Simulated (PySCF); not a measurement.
# C₆H₇ClS: magnetic properties

What do calculations give for the magnetic properties of C₆H₇ClS (`S=C1C=C[C@@H]1CCCl`)?

Programs: PySCF 2.14.0, with routines of our own; each step states its level. All values are computed. Atoms count from 0.

## Step 1: The system as given

15 atoms, charge 0, multiplicity 1; geometry from: GFN2-xTB.

## Step 2: Magnetic properties: GIAO wB97X-D/pcSseg-1

The job: settings as JSON, then the geometry in Å.

```
{"job": {"kind": "mag", "xc": "wB97X-D", "basis": "pcSseg-1", "isotopologues": 2}, "charge": 0, "multiplicity": 1}
S     -0.940886     2.219918    -1.240862
C     -1.158483     0.687835    -0.789017
C     -2.292801    -0.171312    -0.512210
C     -1.510246    -1.193969    -0.117671
C     -0.213157    -0.454079    -0.381289
C      0.690701    -0.178114     0.814513
C      1.891747     0.666711     0.419814
Cl     2.985239    -0.256128    -0.650290
H     -3.352161    -0.019261    -0.599689
H     -1.698550    -2.180992     0.261473
H      0.377511    -0.853854    -1.208148
H      0.127314     0.359537     1.581688
H      1.029167    -1.125823     1.239214
H      2.477250     0.953482     1.292632
H      1.582942     1.554038    -0.132070
```

Level: GIAO wB97X-D/pcSseg-1 magnetisability, rotational g tensor and spin-rotation constants, non-relativistic, gas phase.

Launch:

```console
> OMP_NUM_THREADS=1 python excited_run.py task.json out
```

One launch serves the whole session: the jobs run in the order shown.

What it wrote:

```text
coarse grid: 14104 points
cycle   1  E = -1090.8882571581  dE =  1.498e+00  |g| = 4.547e-01  |ddm| = 3.672e+00
cycle   2  E = -1090.8824497183  dE =  5.807e-03  |g| = 5.664e-01  |ddm| = 1.272e+00
cycle   3  E = -1090.9620283532  dE = -7.958e-02  |g| = 6.274e-02  |ddm| = 6.520e-01
cycle   4  E = -1090.9629837669  dE = -9.554e-04  |g| = 3.544e-02  |ddm| = 1.041e-01
cycle   5  E = -1090.9633349457  dE = -3.512e-04  |g| = 8.425e-03  |ddm| = 5.912e-02
cycle   6  E = -1090.9633687316  dE = -3.379e-05  |g| = 3.292e-03  |ddm| = 2.066e-02
cycle   7  E = -1090.9633747213  dE = -5.990e-06  |g| = 1.598e-03  |ddm| = 9.735e-03
final grid: 128344 points
cycle   8  E = -1091.0221518109  dE = -1.982e-04  |g| = 6.461e-03  |ddm| = 5.641e-02
cycle   9  E = -1091.0221570256  dE = -5.215e-06  |g| = 5.473e-03  |ddm| = 1.291e-02
cycle  10  E = -1091.0221635843  dE = -6.559e-06  |g| = 6.839e-04  |ddm| = 5.731e-03
cycle  11  E = -1091.0221638356  dE = -2.513e-07  |g| = 4.962e-04  |ddm| = 1.590e-03
cycle  12  E = -1091.0221639171  dE = -8.157e-08  |g| = 1.369e-04  |ddm| = 9.387e-04
cycle  13  E = -1091.0221639343  dE = -1.718e-08  |g| = 9.089e-05  |ddm| = 4.224e-04
cycle  14  E = -1091.0221639396  dE = -5.313e-09  |g| = 2.631e-05  |ddm| = 2.726e-04
cycle  15  E = -1091.0221639408  dE = -1.174e-09  |g| = 1.406e-05  |ddm| = 1.203e-04
cycle  16  E = -1091.0221639410  dE = -2.469e-10  |g| = 7.248e-06  |ddm| = 4.167e-05
converged SCF energy = -1091.0221639410

Magnetisability tensor (1e-30 J/T^2)
    -1309.61       50.50       12.58
       50.50    -1083.11     -171.86
       12.58     -171.86    -1498.39
isotropic -1297.04   principal values   -1563.63  -1312.65  -1014.83
isotropic susceptibility -78.109 1e-6 cm^3/mol

Inertial axes            a          b          c
rot. const./GHz      2.2384     0.8909     0.7093
chi total           -78.988    -61.325    -94.015
chi diamagnetic    -641.227  -1365.934  -1688.633
chi paramagnetic    562.239   1304.609   1594.618
quadrupole/D A       -6.733      4.024      2.709
g nuclear            0.5621     0.5244     0.5253
g electronic        -0.5913    -0.5460    -0.5314
g total             -0.0292    -0.0217    -0.0061

Spin-rotation constants (kHz, H = +C I.J)
atom  isotope        aa         bb         cc
  7   35Cl        0.326      0.149      0.113
  8     1H        0.244     -0.093     -0.087
  9     1H       -0.253      0.145     -0.087
 10     1H       -0.115     -0.105      0.006
 11     1H       -0.172     -0.112      0.001
 12     1H       -0.151     -0.007     -0.084
 13     1H       -0.127     -0.090     -0.005
 14     1H       -0.130      0.007     -0.068
  0    33S*       1.256      1.087      0.117
  1    13C*       1.632      0.555      0.127
  2    13C*       0.956      0.397      0.121
  3    13C*       0.928      0.541      0.103
  4    13C*       0.497      0.160      0.138
  5    13C*       0.368      0.161      0.129
  6    13C*       0.428      0.174      0.125
* in the singly substituted isotopologue

Isotopologues: g along a, b, c
2H    at 8,9,10,11,12,1    -0.0267    -0.0205    -0.0058
34S   at 0                 -0.0283    -0.0215    -0.0060
```

It took 55 s on 1 thread of Arm Neoverse V1, shared host; peak memory 1 GiB.

In short:

```csv
quantity,value
magnetisability,-1297·10⁻³⁰ J/T²
molar susceptibility,-78.1·10⁻⁶ cm³/mol
"rotational g (a, b, c)","-0.0292, -0.0217, -0.0061"
```

Orbitals, density, ELF and potential are computed afterwards from the orbital file.

Frontier orbitals at wB97X-D/pcSseg-1, with the share of their density that lies nearest to each atom:

```csv
orbital,energy (eV),lies on
HOMO,-8.41,S0 77 %
LUMO,-0.85,"S0 31 %; C1, C3 about 26 % each"
```

ELF in a plane through or near 8 of the atoms.

Ten even steps from ' ' (0.00) to '@' (1.00):
```
                                                        
                                                        
                                                        
                                                        
                      ....      ..**%%##..              
                  ..##@@@@==    **@@@@@@%%              
                  ..@@@@@@**    **@@@@@@%%..            
                    ##@@@@++..--**##@@##::              
                ..::++++==##**####..--**::              
            ..++++--%%%%++@@++++==++%%++++####==        
            ::**--@@==##==****##--==::++%%@@@@@@::      
            ..--**%%@@++    **++::%%%%++@@@@@@@@::      
              ::@@@@@@##    ++##--++++::--##%%++        
              ..%%@@##..::##**==##++..                  
                ::::    ##@@..%%..##**::                
                      ==%%@@==..++@@@@##::              
                      ::++##%%%%@@@@%%**..              
                        ....::==++++++::                
                                ....                    
                                                        
```
The map spans 11.9 Å across and 10.4 Å up, centred on the molecule. Atoms in the plane (x, y in Å): S0 (0.7, -2.6), C1 (1.1, -1.1), C2 (2.3, -0.3), C3 (1.7, 0.9), C6 (-2.0, -0.2), H8 (3.3, -0.6), H9 (2.0, 1.9), H14 (-1.8, -1.3).

On the surface of density 0.002 e/bohr³ the electrostatic potential runs, from the 1st to the 99th percentile, from -0.97 V near S0 to 1.37 V near H9.

## Step 3: Magnetic properties: GIAO HF/cc-pVDZ

The job, as its differences from that of step 2:

```diff
@@ -1,2 +1,2 @@
-{"job": {"kind": "mag", "xc": "wB97X-D", "basis": "pcSseg-1", "isotopologues": 2}, "charge": 0, "multiplicity": 1}
+{"job": {"kind": "mag", "xc": "HF", "basis": "cc-pVDZ", "scf": {"guess": "vsap"}}, "charge": 0, "multiplicity": 1}
 S     -0.940886     2.219918    -1.240862
```

Level: GIAO HF/cc-pVDZ magnetisability, rotational g tensor and spin-rotation constants, non-relativistic, gas phase.

What it wrote:

```text
final grid: 128344 points
cycle   1  E = -1083.9066221816  dE =  1.311e+00  |g| = 3.841e+00  |ddm| = 4.090e+01
cycle   2  E = -1075.3678168735  dE =  8.539e+00  |g| = 5.990e+00  |ddm| = 4.159e+01
cycle   3  E = -1088.0444562100  dE = -1.268e+01  |g| = 8.121e-01  |ddm| = 1.072e+01
cycle   4  E = -1088.2355249609  dE = -1.911e-01  |g| = 3.340e-01  |ddm| = 2.489e+00
cycle   5  E = -1088.2658620461  dE = -3.034e-02  |g| = 6.973e-02  |ddm| = 6.741e-01
cycle   6  E = -1088.2677973450  dE = -1.935e-03  |g| = 2.370e-02  |ddm| = 1.757e-01
cycle   7  E = -1088.2680968577  dE = -2.995e-04  |g| = 7.522e-03  |ddm| = 7.009e-02
cycle   8  E = -1088.2681288441  dE = -3.199e-05  |g| = 2.986e-03  |ddm| = 2.189e-02
cycle   9  E = -1088.2681370301  dE = -8.186e-06  |g| = 1.163e-03  |ddm| = 1.119e-02
cycle  10  E = -1088.2681388267  dE = -1.797e-06  |g| = 5.198e-04  |ddm| = 5.190e-03
cycle  11  E = -1088.2681393447  dE = -5.180e-07  |g| = 2.649e-04  |ddm| = 2.667e-03
cycle  12  E = -1088.2681395005  dE = -1.558e-07  |g| = 1.223e-04  |ddm| = 1.649e-03
cycle  13  E = -1088.2681395357  dE = -3.526e-08  |g| = 4.151e-05  |ddm| = 8.560e-04
cycle  14  E = -1088.2681395394  dE = -3.668e-09  |g| = 1.555e-05  |ddm| = 2.845e-04
cycle  15  E = -1088.2681395398  dE = -3.806e-10  |g| = 6.371e-06  |ddm| = 8.672e-05
converged SCF energy = -1088.2681395398

Magnetisability tensor (1e-30 J/T^2)
    -1348.27       40.76       13.13
       40.76    -1209.85     -147.12
       13.13     -147.12    -1557.16
isotropic -1371.76   principal values   -1613.75  -1351.42  -1150.12
isotropic susceptibility -82.609 1e-6 cm^3/mol

Inertial axes            a          b          c
rot. const./GHz      2.2384     0.8909     0.7093
chi total           -81.397    -69.353    -97.078
chi diamagnetic    -641.672  -1366.799  -1689.534
chi paramagnetic    560.275   1297.446   1592.455
quadrupole/D A       -7.229      4.242      2.987
g nuclear            0.5621     0.5244     0.5253
g electronic        -0.5892    -0.5430    -0.5306
g total             -0.0271    -0.0187    -0.0054

Spin-rotation constants (kHz, H = +C I.J)
atom  isotope        aa         bb         cc
  7   35Cl        0.222      0.095      0.079
  8     1H        0.239     -0.098     -0.087
  9     1H       -0.264      0.138     -0.088
 10     1H       -0.122     -0.108      0.004
 11     1H       -0.177     -0.114     -0.001
 12     1H       -0.157     -0.010     -0.086
 13     1H       -0.134     -0.093     -0.008
 14     1H       -0.139      0.007     -0.070
  0    33S*       1.118      0.757      0.088
  1    13C*       1.648      0.514      0.103
  2    13C*       0.870      0.358      0.095
  3    13C*       0.844      0.502      0.080
  4    13C*       0.418      0.126      0.114
  5    13C*       0.294      0.131      0.104
  6    13C*       0.346      0.143      0.101
* in the singly substituted isotopologue
```

Wall time 13 s (1 thread of Arm Neoverse V1, shared host); peak memory 0.91 GiB.

In short:

```csv
quantity,value
magnetisability,-1372·10⁻³⁰ J/T²
molar susceptibility,-82.6·10⁻⁶ cm³/mol
"rotational g (a, b, c)","-0.0271, -0.0187, -0.0054"
```

## Step 4: Magnetic properties side by side

```csv
level,ξ (10⁻³⁰ J/T²),g(a),g(b),gap (eV),functions,time
GIAO wB97X-D/pcSseg-1,-1297,-0.0292,-0.0217,7.56,185,55 s
GIAO HF/cc-pVDZ,-1372,-0.0271,-0.0187,10.44,155,13 s
```

## Step 5: Outcome

| quantity | value |
| --- | --- |
| magnetisability (step 2, GIAO wB97X-D/pcSseg-1) | -1297·10⁻³⁰ J/T² |
| molar susceptibility (step 2, GIAO wB97X-D/pcSseg-1) | -78.1·10⁻⁶ cm³/mol |
| rotational g (a, b, c) (step 2, GIAO wB97X-D/pcSseg-1) | -0.0292, -0.0217, -0.0061 |
| surface potential, 1st and 99th percentile | -0.97 V and 1.37 V |
| magnetisability over the levels | -1372 to -1297·10⁻³⁰ J/T² |

**Reading.** By nearest atom (wB97X-D/pcSseg-1), the HOMO sits on S0 77 % and the LUMO on S0 31 %; C1, C3 about 26 % each. The magnetisability spreads by 5.6 % over 2 levels, from GIAO HF/cc-pVDZ (13 s) to GIAO wB97X-D/pcSseg-1 (55 s); the runs took 13 s to 55 s. Two levels can agree by chance, so this spread shows no convergence. Vibrational averaging and real surroundings are missing from these values.
